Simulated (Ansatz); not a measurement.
Here is an Ansatz input file for BrClH2SeSi, SMILES Cl[SiH]([SeH])Br. Write the same calculation for the Python package.

```yaml
crystal:
  periodic: [false, false, false]
  atoms:
    - { symbol: Cl, position_ang: [-1.7179, -0.9649, 0.8133] }
    - { symbol: Si, position_ang: [-0.2104, -0.2057, -0.3981] }
    - { symbol: Se, position_ang: [1.4797, 0.4942, 0.9158] }
    - { symbol: Br, position_ang: [0.5877, -1.839, -1.763] }
    - { symbol: H, position_ang: [-0.6872, 0.9198, -1.223] }
    - { symbol: H, position_ang: [0.5901, 1.5315, 1.6089] }
basis:
  gaussian: { orbitals: cc-pVDZ }
hamiltonian:
  xc: pbe0
```

The program run on that file:
```console
$ ansatz run input.yaml --threads 1 --pin off --max-ram 4096MiB --backend cpu --events-out ev --progress --plain --runs-dir out
Engine: ansatz 0.2.0, aarch64-unknown-linux-gnu
Functional definition: PBE0
  parameter a = 0.25
  parameter kappa = 0.804
  parameter beta = 0.06672455060314922
  exchange = (1 - a)*pbe_x(kappa = kappa, mu = beta*pi^2/3) + a*exact_x
  correlation = pbe_c(beta = beta)
1106 factors; integrals over basis functions are off by at most 9.0e-4 eV
mean field evaluation 1: about -155806.9625 eV, gradient 1.2e1 eV
mean field evaluation 2: about -155806.9874 eV, gradient 1.2e1 eV
mean field evaluation 4: about -155807.3789 eV, gradient 5.2e-1 eV
mean field evaluation 8: about -155807.4159 eV, gradient 4.2e-2 eV
mean field evaluation 16: about -155807.4159 eV, gradient 1.4e-5 eV
mean field -155807.41585943 eV, -5725.8169227745 hartree, gradient 1.4e-5 eV, S^2 0.000000; 0 other end points of the search recorded, 0 dependent functions left out
reference -155807.41588268 eV, -5725.8169236288 hartree; 51, 51 occupied and 49, 49 virtual orbitals, 1106 factors
Total energy: -155807.41588268 eV, -5725.8169236288 hartree
```

The script, `energy_brclh2sesi.py`:
```python
"""Single point of BrClH2SeSi."""

import ansatz
from ase import Atoms

atoms = Atoms(["Cl", "Si", "Se", "Br", "H", "H"], positions=[
    (-1.7179, -0.9649, 0.8133),
    (-0.2104, -0.2057, -0.3981),
    (1.4797, 0.4942, 0.9158),
    (0.5877, -1.839, -1.763),
    (-0.6872, 0.9198, -1.223),
    (0.5901, 1.5315, 1.6089),
])
geometry = ansatz.Crystal.molecule_from_ase(atoms)

setup = geometry.calculation()
setup = setup.basis(gaussian="cc-pVDZ")
setup = setup.functional("pbe0")
done = setup.run(threads=1)
report = done.report

print("reference energy %16.6f eV" % report["reference_energy_ev"])
print("total energy     %16.6f eV" % report["free_energy_ev"])
print("occupied orbitals outside the frozen core (up, down):", report["n_occupied"], " frozen:", report["n_frozen"], " virtual:", report["n_virtual"])

field = report["mean_field"]
print("<S^2> =", round(abs(field["state"]["spin_squared"]), 4), " all-electron relativity setting:", field["relativity"])
print("passes:", field["passes"])
if "symmetry" in field:
    print("occupied orbitals by irrep:", field["symmetry"]["occupied"])
```

Output of `python energy_brclh2sesi.py`:
```text
reference energy   -155807.415883 eV
total energy       -155807.415883 eV
occupied orbitals outside the frozen core (up, down): [51, 51]  frozen: 0  virtual: [49, 49]
<S^2> = 0.0  all-electron relativity setting: none
passes: {'evaluations': 14, 'products': 12}
occupied orbitals by irrep: [{'A': 51}, {'A': 51}]
```

Total energies depend on the basis set; only differences at equal settings carry meaning. The geometry is a force-field or estimated start, not a minimum of this method, and the basis set is short of its limit. Run time: 6.6 s on 1 thread of Arm Neoverse V1, on a shared host, peak memory 0.34 GiB.

(Lines on the test bed's own set-up are left out of the output.)
